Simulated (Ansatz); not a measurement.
# BeZn15O16: the cost of one run

Program: Ansatz 0.2.0. Level of theory: DFT, PBE, plane-wave PAW, default files, scalar-relativistic, as far as a step names no other. These are calculated values, not measurements.

## Step 1: The system as given

The structure is trigonal, space group P3m1 (No. 156). Conventional cell: a = 6.499 Å, b = 6.499 Å, c = 10.411 Å, α = 90.00°, β = 90.00°, γ = 120.00°. Be (site symmetry 3m) has 4 O at 1.97 to 1.98 Å as nearest neighbours. Zn (site symmetry 3m) has 4 O at 1.97 to 1.98 Å as nearest neighbours. Zn (site symmetry m) is surrounded by 4 O at 1.97 to 1.98 Å. Only part of the 16 independent sites is listed.

Structure file:

```xyz
32
Lattice="6.4986 0.0000 0.0000 -3.2493 5.6280 0.0000 0.0000 0.0000 10.4114" Properties=species:S:1:pos:R:3 pbc="T T T"
Be    0.0000    1.8760    2.6029
Zn    0.0000    1.8760    7.8086
Zn   -1.6247    4.6900    2.6029
Zn   -1.6247    4.6900    7.8086
Zn    3.2493    1.8760    2.6029
Zn    3.2493    1.8760    7.8086
Zn    1.6247    4.6900    2.6029
Zn    1.6247    4.6900    7.8086
Zn    1.6247    0.9380    0.0000
Zn    1.6247    0.9380    5.2057
Zn    0.0000    3.7520    0.0000
Zn    0.0000    3.7520    5.2057
Zn    4.8740    0.9380    0.0000
Zn    4.8740    0.9380    5.2057
Zn    3.2493    3.7520    0.0000
Zn    3.2493    3.7520    5.2057
O     1.6247    0.9380    1.9730
O     1.6247    0.9380    7.1787
O     0.0000    3.7520    1.9730
O     0.0000    3.7520    7.1787
O     4.8740    0.9380    1.9730
O     4.8740    0.9380    7.1787
O     3.2493    3.7520    1.9730
O     3.2493    3.7520    7.1787
O     0.0000    1.8760    4.5759
O     0.0000    1.8760    9.7816
O    -1.6247    4.6900    4.5759
O    -1.6247    4.6900    9.7816
O     3.2493    1.8760    4.5759
O     3.2493    1.8760    9.7816
O     1.6247    4.6900    4.5759
O     1.6247    4.6900    9.7816
```

Atom 1 of the input is the impurity.

## Step 2: First run, atoms as given

The input, input.yaml:

```yaml
crystal:
  lattice:
    - [6.498616, 0.0, 0.0]
    - [-3.249308, 5.6279665454, 0.0]
    - [0.0, 0.0, 10.411418]
  atoms:
    - { symbol: Be, position: [0.1666666666, 0.3333333334, 0.25] }
    - { symbol: Zn, position: [0.1666666666, 0.3333333334, 0.75] }
    - { symbol: Zn, position: [0.1666666666, 0.8333333334, 0.25] }
    - { symbol: Zn, position: [0.1666666666, 0.8333333334, 0.75] }
    - { symbol: Zn, position: [0.6666666666, 0.3333333334, 0.25] }
    - { symbol: Zn, position: [0.6666666666, 0.3333333334, 0.75] }
    - { symbol: Zn, position: [0.6666666666, 0.8333333334, 0.25] }
    - { symbol: Zn, position: [0.6666666666, 0.8333333334, 0.75] }
    - { symbol: Zn, position: [0.3333333334, 0.1666666666, 0.0] }
    - { symbol: Zn, position: [0.3333333334, 0.1666666666, 0.5] }
    - { symbol: Zn, position: [0.3333333334, 0.6666666666, 0.0] }
    - { symbol: Zn, position: [0.3333333334, 0.6666666666, 0.5] }
    - { symbol: Zn, position: [0.8333333334, 0.1666666666, 0.0] }
    - { symbol: Zn, position: [0.8333333334, 0.1666666666, 0.5] }
    - { symbol: Zn, position: [0.8333333334, 0.6666666666, 0.0] }
    - { symbol: Zn, position: [0.8333333334, 0.6666666666, 0.5] }
    - { symbol: O, position: [0.3333333334, 0.1666666666, 0.189505] }
    - { symbol: O, position: [0.3333333334, 0.1666666666, 0.689505] }
    - { symbol: O, position: [0.3333333334, 0.6666666666, 0.189505] }
    - { symbol: O, position: [0.3333333334, 0.6666666666, 0.689505] }
    - { symbol: O, position: [0.8333333334, 0.1666666666, 0.189505] }
    - { symbol: O, position: [0.8333333334, 0.1666666666, 0.689505] }
    - { symbol: O, position: [0.8333333334, 0.6666666666, 0.189505] }
    - { symbol: O, position: [0.8333333334, 0.6666666666, 0.689505] }
    - { symbol: O, position: [0.1666666666, 0.3333333334, 0.439505] }
    - { symbol: O, position: [0.1666666666, 0.3333333334, 0.939505] }
    - { symbol: O, position: [0.1666666666, 0.8333333334, 0.439505] }
    - { symbol: O, position: [0.1666666666, 0.8333333334, 0.939505] }
    - { symbol: O, position: [0.6666666666, 0.3333333334, 0.439505] }
    - { symbol: O, position: [0.6666666666, 0.3333333334, 0.939505] }
    - { symbol: O, position: [0.6666666666, 0.8333333334, 0.439505] }
    - { symbol: O, position: [0.6666666666, 0.8333333334, 0.939505] }
kpoints:
  mp_grid: { grid: [3, 3, 2] }
scf:
  occupations: { method: fermi_dirac, width: 0.01 }
hamiltonian:
  xc: pbe
  pseudopotentials: { kind: paw }
output:
  forces: true
  stress: true
  populations: true
  efg:
    quadrupole_moments_barn: { Be: 0.05288, Zn: 0.122, O: -0.02558 }
    contact_densities: true
```

The run is started by

```sh
ansatz run input.yaml --threads 1 --pin off --max-ram 3072MiB --backend cpu --events-out ev --progress --plain --runs-dir out
```

Q: Estimate wall time and peak memory on 1 thread of Arm Neoverse V2, shared host.

About 65 s, with a peak of 0.83 GiB.
